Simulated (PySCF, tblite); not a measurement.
# C4H11ClOSi2: geometry, infrared bands and NMR shifts

Aim: predict the infrared bands and NMR shifts of C4H11ClOSi2 (`C=C(Cl)CC[SiH2][SiH2]O`).

Programs: tblite 0.8.0 and PySCF 2.14.0, with density-fitted response routines of our own. Each step states its level of theory. These are calculated values for one molecule in the gas phase, unless marked as measured. Atoms are numbered from 0 throughout.

**1. The starting structure**

19 atoms, charge 0, multiplicity 1; geometry from: force field or distance geometry start.

Bonds of the start (Å): C0–C1 1.33, C1–Cl2 1.73, C1–C3 1.50, C3–C4 1.55, C4–Si5 1.86, Si5–Si6 2.32, Si6–O7 1.66, C0–H8 1.09, C0–H9 1.07, C3–H10 1.09, C3–H11 1.10, C4–H12 1.09, C4–H13 1.09, Si5–H14 1.49, Si5–H15 1.50, Si6–H16 1.48, Si6–H17 1.48, O7–H18 0.96.

**2. Relaxing the molecule with GFN2-xTB**

Job settings and geometry (Å):

```
{"job": {"kind": "relax", "xc": "GFN2-xTB", "basis": "xTB"}, "charge": 0, "multiplicity": 1}
C     -1.628100     1.897800    -0.586900
C     -2.010100     0.619700    -0.536600
Cl    -3.531800     0.195400     0.157000
C     -1.187500    -0.519800    -1.074900
C     -0.628600    -1.486300     0.005200
Si     0.629100    -0.820900     1.206900
Si     2.500500    -0.039400     0.078000
O      2.116300     1.207100    -0.944800
H     -2.265600     2.688300    -0.196400
H     -0.692300     2.193800    -1.019500
H     -0.369400    -0.142200    -1.685800
H     -1.820000    -1.109500    -1.753900
H     -0.169300    -2.328600    -0.516600
H     -1.451900    -1.914600     0.571200
H      1.031600    -1.906000     2.138400
H      0.035500     0.265700     2.048800
H      3.101400    -1.126400    -0.725100
H      3.526300     0.464200     1.019900
H      2.804000     1.871000    -1.075900
```

Command:

```console
OMP_NUM_THREADS=1 python probes_run.py task.json out
```

One launch serves the whole session: the jobs run in the order shown.

**Question.** This job is followed by: GFN2-xTB harmonic vibrations, gas phase; GIAO PBE0/pcSseg-1 NMR shielding, non-relativistic, gas phase. What will the session give for the following? strongest single infrared mode (GFN2-xTB); zero-point energy (GFN2-xTB); 13C shifts against TMS (PBE0/pcSseg-1); 1H shifts against TMS (PBE0/pcSseg-1, means over atoms taken as alike); 35Cl shifts against HCl (PBE0/pcSseg-1); 29Si shifts against TMS (PBE0/pcSseg-1); 17O shifts against H2O (PBE0/pcSseg-1).

The runs gave:

| quantity | value |
| --- | --- |
| strongest single infrared mode (GFN2-xTB) | 2175 cm⁻¹, 423 km/mol |
| zero-point energy (GFN2-xTB) | 84.3 kcal/mol |
| 13C shifts against TMS (PBE0/pcSseg-1) | 154.8, 122.9, 40.4, 10.1 ppm |
| 1H shifts against TMS (PBE0/pcSseg-1, means over atoms taken as alike) | 6.08, 5.58, 5.54, 3.88, 2.74, 1.31, 0.44 ppm |
| 35Cl shifts against HCl (PBE0/pcSseg-1) | 241 ppm |
| 29Si shifts against TMS (PBE0/pcSseg-1) | -21.4, -85.1 ppm |
| 17O shifts against H2O (PBE0/pcSseg-1) | -1.7 ppm |

Over 98 steps the energy fell by 0.186 eV; of the close pairs, C4–Si5 changed most, 1.862 to 1.911 Å. All 51 modes are real, so the xTB geometry is a minimum. The strongest single mode, at 2175 cm⁻¹, moves mainly H14. GFN2-xTB is a fitted tight-binding method: band positions and strengths are rough. Its intensities can rank the bands wrongly. The most deshielded carbon is C1 (fully substituted alkene carbon), at 154.8 ppm: the olefinic region. At PBE0/pcSseg-1: The widest tensor belongs to Cl2: span 495 ppm, with a paramagnetic part of -437 ppm.
